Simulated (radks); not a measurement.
# Polarisabilities and dispersion coefficients of Mn, Fe⁺, Co²⁺ and others

An exercise on one series of results from a longer session: the logs are not shown, and one member is left open.

Program: radks (a radial shooting solver on a logarithmic mesh, Libxc functionals) version 1. Level of theory: scalar-relativistic Kohn-Sham, LDA (Slater exchange, VWN5 correlation), spin-unpolarised, spherical densities, finite nucleus. These are calculated values, not measurements, unless marked.

### Starting point

- species: Mn ([Ar] 3d5 4s2), Fe⁺ ([Ar] 3d6 4s1), Co²⁺ ([Ar] 3d7), Ni³⁺ ([Ar] 3d7), Cu⁴⁺ ([Ar] 3d7), Zn⁵⁺ ([Ar] 3d7), Ga⁶⁺ ([Ar] 3d7), Ge⁷⁺ ([Ar] 3d7), As⁸⁺ ([Ar] 3d7)

The first run:

The run's settings:

```text
Z 25
configuration [Ar] 3d5 4s2
relativity scalar-relativistic
functional lda,vwn5
spin unpolarised
nucleus finite rms 3.7057 fm
c 137.035999084
response adiabatic LDA kernel
```

Steps of the session up to this table: Mn, [Ar] 3d5 4s2; Fe⁺, [Ar] 3d6 4s1; Co²⁺, [Ar] 3d7; Ni³⁺, [Ar] 3d7; Cu⁴⁺, [Ar] 3d7; Zn⁵⁺, [Ar] 3d7; Ga⁶⁺, [Ar] 3d7; Ge⁷⁺, [Ar] 3d7; As⁸⁺, [Ar] 3d7.

One table of the session follows, with a row left open; its other results are not shown here.

| species | −ε(HOMO) (eV) | α (bohr³) | α uncoupled (bohr³) | C6 (hartree bohr⁶) |
| --- | --- | --- | --- | --- |
| Mn | ? | ? | ? | ? |
| Fe⁺ | 12.626 | 24.11 | 36.03 | 120.7 |
| Co²⁺ | 27.401 | 3.846 | 4.832 | 11.10 |
| Ni³⁺ | 47.399 | 1.807 | 2.229 | 4.305 |
| Cu⁴⁺ | 71.266 | 1.038 | 1.272 | 2.097 |
| Zn⁵⁺ | 98.720 | 0.6704 | 0.8197 | 1.166 |
| Ga⁶⁺ | 129.60 | 0.4667 | 0.5698 | 0.7069 |
| Ge⁷⁺ | 163.80 | 0.3419 | 0.4169 | 0.4553 |
| As⁸⁺ | 201.26 | 0.2598 | 0.3165 | 0.3067 |

Estimate the missing values for Mn.

The run gave: −ε(HOMO) (eV): 5.282; α (bohr³): 60.47; α uncoupled (bohr³): 113.3; C6 (hartree bohr⁶): 556.4. In the column «−ε(HOMO) (eV)» it is the lowest.

Uncoupled leaves out the potential induced by the response; Mn is the most polarisable and As⁸⁺ the least, a factor 233 apart. For heavy and open-shell atoms this level can miss by tens of per cent.
